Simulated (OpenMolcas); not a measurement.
# Eu²⁺ among point charges: CASSCF levels and susceptibility

Aim: the splitting of the states of Eu²⁺ in the field of 6 point charges, its lowest levels with spin-orbit coupling and its magnetic susceptibility.

The numbers are computed with OpenMolcas 26.06 (state-averaged CASSCF, spin-orbit coupling by RASSI with atomic mean-field integrals), except any that are marked as measured or tabulated.

## 1. What is computed

```
Species                           : Eu²⁺ (europium, Z = 63, 61 electrons)
Basis                             : ANO-RCC-VTZP [8s7p5d3f2g1h], 104 functions
Scalar Hamiltonian                : DKH2, point nucleus
Inactive shells                   : 1s 2s 2p 3s 3p 3d 4s 4p 4d 5s 5p
Active space                      : 7 electrons in 7 orbitals (4f)
Some configurations of this space : 4f⁷
Orbitals                          : optimised for the highest spin of each parity, averaged over all roots
```

Outer shells as boxes (Hund's rule):

4f7
```
4f [↑ ][↑ ][↑ ][↑ ][↑ ][↑ ][↑ ]
```

The ion sits among 6 point charges of -0.5 e arranged as an octahedron (Oh), 2.57 Å from the ion.

Each step is its own input file, run in one work folder so that later steps find the files of earlier ones. Labels, J, g values, rates, χT and fits are worked out afterwards by a script from the matrices that RASSI stores. The input lists half of the charges; inversion (Group=XYZ) makes the rest.

## 2. Basis and integrals

File a.inp:

```
&GATEWAY
Coord
1

Eu 0.0 0.0 0.0
Basis=ANO-RCC-VTZP
Group=XYZ
NoMove
AngMom=0.0 0.0 0.0
AMFI
XField
3 Angstrom 0
2.570000 0.000000 0.000000 -0.500000
0.000000 2.570000 0.000000 -0.500000
0.000000 0.000000 2.570000 -0.500000
&SEWARD
```

The run is started by

```console
$ OMP_NUM_THREADS=1 MOLCAS_MEM=2252 MOLCAS_PROJECT=a pymolcas a.inp > a.log
```

## 3. Reference wave functions, octets of odd parity, 1 root

File a.inp:

```
&RASSCF
FileOrb=start.orb
Symmetry=2
Spin=8
nActEl=7 0 0
Inactive=15 12
Ras2=0 7
CIRoot=1 1 1
SDav=1
CIMx=300
Iter=120 100
PrWF=0.3
OrbListing=Nothing
MaxOrb=0
>>> COPY $Project.JobIph JOB001
```

start.orb holds the contracted functions of the basis, ordered by shell, or the orbitals of the step before.

## 4. CASSCF: sextets of odd parity, 48 roots

File a.inp:

```
&RASSCF
FileOrb=start.orb
Symmetry=2
Spin=6
nActEl=7 0 0
Inactive=15 12
Ras2=0 7
CIRoot=48 48 1
SDav=48
CIMx=300
Iter=120 100
PrWF=0.3
OrbListing=Nothing
MaxOrb=0
CIOnly
>>> COPY $Project.JobIph JOB002
```

## 5. RASSI: spin-orbit coupling between the states

File a.inp:

```
&RASSI
NrOfJobIphs=2 1 21
1
1 2 3 4 5 6 7 8 9 10 11 12 13 14 15 16 17 18 19 20 21
IphNames
JOB001
JOB002
EJob
SpinOrbit
DIPRint=1.0
SOCoupling=1000.0
Subsets=2
Property=9
'ANGMOM' 1 'ANGMOM' 2 'ANGMOM' 3 'MLTPL  1' 1 'MLTPL  1' 2 'MLTPL  1' 3
'AMFI' 1 'AMFI' 2 'AMFI' 3
SOProperty=3
'ANGMOM' 1 'ANGMOM' 2 'ANGMOM' 3
```

What does the calculation give? Wanted: spin-free ground state; lowest level; next level.

The runs gave:

```
                 quantity                            value
                   method                           CASSCF
   spin-free ground state  8A1, 1-fold in its orbital part
             lowest level                           8-fold
               next level                     36848.4 cm⁻¹
              χT at 300 K                   7.86 cm³ K/mol
effective moment at 300 K                          7.93 μB
```

The spin-free ground state (8A1) comes to 100 % from free-ion S terms and keeps the highest spin of the shell. The sextets rest on orbitals optimised for another spin in at least one step, which raises them against the optimised states. Not all states of the active space went into the spin-orbit step. Terms of lower spin are left out of the spin-orbit mixing, so the small splitting that they give the half-filled shell's ground term is missing or unsound. High states of lower spin are left out of the spin-orbit mixing, and CASSCF puts spin-flip levels too high. Point charges carry no covalency, so the field is a model and not that of real ligands.
